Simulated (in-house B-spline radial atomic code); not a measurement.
# I³⁺: ionisation energy by several methods

The task here is to estimate one member of a computed series from the others.

The numbers are computed with in-house B-spline radial atomic code version 1 (Dirac-Coulomb, several functionals, exact exchange averaged over the configuration; spherical all-electron atom at the radial basis limit), except any that are marked as measured or tabulated.

### The system

* element: iodine (Z = 53)
* charge: +3
* electrons: 50
* configuration: [Kr] 4d10 5s2 5p2
* nucleus: Fermi, rms radius 4.750 fm

Outer shells as boxes (Hund's rule):

[Kr] 4d10 5s2 5p2
```
[Kr] core
4d [↑↓][↑↓][↑↓][↑↓][↑↓]
5s [↑↓]
5p [↑ ][↑ ][  ]
```

The boxes only draw the filling; these runs are spin-restricted and spherical.

The first run:

The run's settings:

```ini
Z = 53
electrons = 50.0
configuration = [Kr] 4d10 5s2 5p2
hamiltonian = dirac
method = b97_1
spin_polarised = False
nucleus = fermi
rms_radius = 4.75
mass_number = 127
atomic_mass = 126.904472592
speed_of_light = 137.035999084
exact_exchange = averaged over the configuration
```

On the command line:

```bash
$ python run_scf.py task.json out
```

One command runs all members of the session, one after another, from task.json.

Among the steps run: B97-1, a global hybrid; LC-ωPBE, a range-separated hybrid; B3LYP, a global hybrid; CAM-B3LYP, a range-separated hybrid.

One table of the session follows, with a row left open; its other results are not shown here.

| method | ΔSCF (eV) | with Breit, QED, recoil (eV) |
| --- | --- | --- |
| B97-1 | ? | ? |
| B3LYP | 39.665 | 39.646 |
| LC-ωPBE | 39.663 | 39.644 |
| CAM-B3LYP | 39.723 | 39.704 |

**Question.** Estimate the row for B97-1.

As computed: ΔSCF (eV): 39.432; with Breit, QED, recoil (eV): 39.413. In the column «ΔSCF (eV)» it is the lowest.
